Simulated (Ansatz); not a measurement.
Input of an Ansatz 0.2.0 run:

The input input.yaml:

```yaml
crystal:
  lattice:
    - [4.99, 0.0, 0.0]
    - [0.0, 3.72, 0.0]
    - [0.0, 0.0, 7.03]
  atoms:
    - { symbol: Ni, position: [0.325, 0.75, 0.937], spin: 1.0 }
    - { symbol: Ni, position: [0.675, 0.25, 0.063], spin: -1.0 }
    - { symbol: Ni, position: [0.175, 0.25, 0.437], spin: 1.0 }
    - { symbol: Ni, position: [0.825, 0.75, 0.563], spin: -1.0 }
    - { symbol: Ni, position: [0.458, 0.75, 0.297], spin: 1.0 }
    - { symbol: Ni, position: [0.542, 0.25, 0.703], spin: -1.0 }
    - { symbol: Ni, position: [0.042, 0.25, 0.797], spin: 1.0 }
    - { symbol: Ni, position: [0.958, 0.75, 0.203], spin: -1.0 }
    - { symbol: Si, position: [0.786, 0.75, 0.886] }
    - { symbol: Si, position: [0.214, 0.25, 0.114] }
    - { symbol: Si, position: [0.714, 0.25, 0.386] }
    - { symbol: Si, position: [0.286, 0.75, 0.614] }
hamiltonian:
  xc: r2scan
  pseudopotentials: { kind: paw }
  hubbard: { sites: [{ species: Ni, l: d, u_eff: 5.0 }] }
magnetization:
  spin_polarized: true
kpoints:
  mp_grid: { grid: [5, 5, 3] }
scf:
  occupations: { method: fermi_dirac, width: 0.05 }
  n_extra_bands: 30
output:
  forces: true
  stress: true
  eigenvalues: true
  dos: { projected: false, de: 0.05, nscf_kmesh: { grid: [8, 8, 5] } }
```

Potentials or basis: Ansatz PAW.

Command:

```sh
$ ansatz run input.yaml --threads 4 --pin off --max-ram 11264MiB --backend cpu --events-out ev --progress --plain --runs-dir out
```

(1) Predict the band gap on the k mesh.

(2) Predict the largest force.

(3) What does it give for the pressure?

Results:

(1) none (metal or under the smearing width).

(2) 0.322 eV/Å.

(3) -5.6 GPa.

Caveat: the magnetic or orbital state may not be the lowest; the PAW data sets come from PBE, with cores solved anew for the run's functional, which leaves a small shift of forces and pressure; the U is typed as a test and isn't derived for this compound; the density of states is complete only up to the lowest level of the last band computed; the starting moments weren't kept.
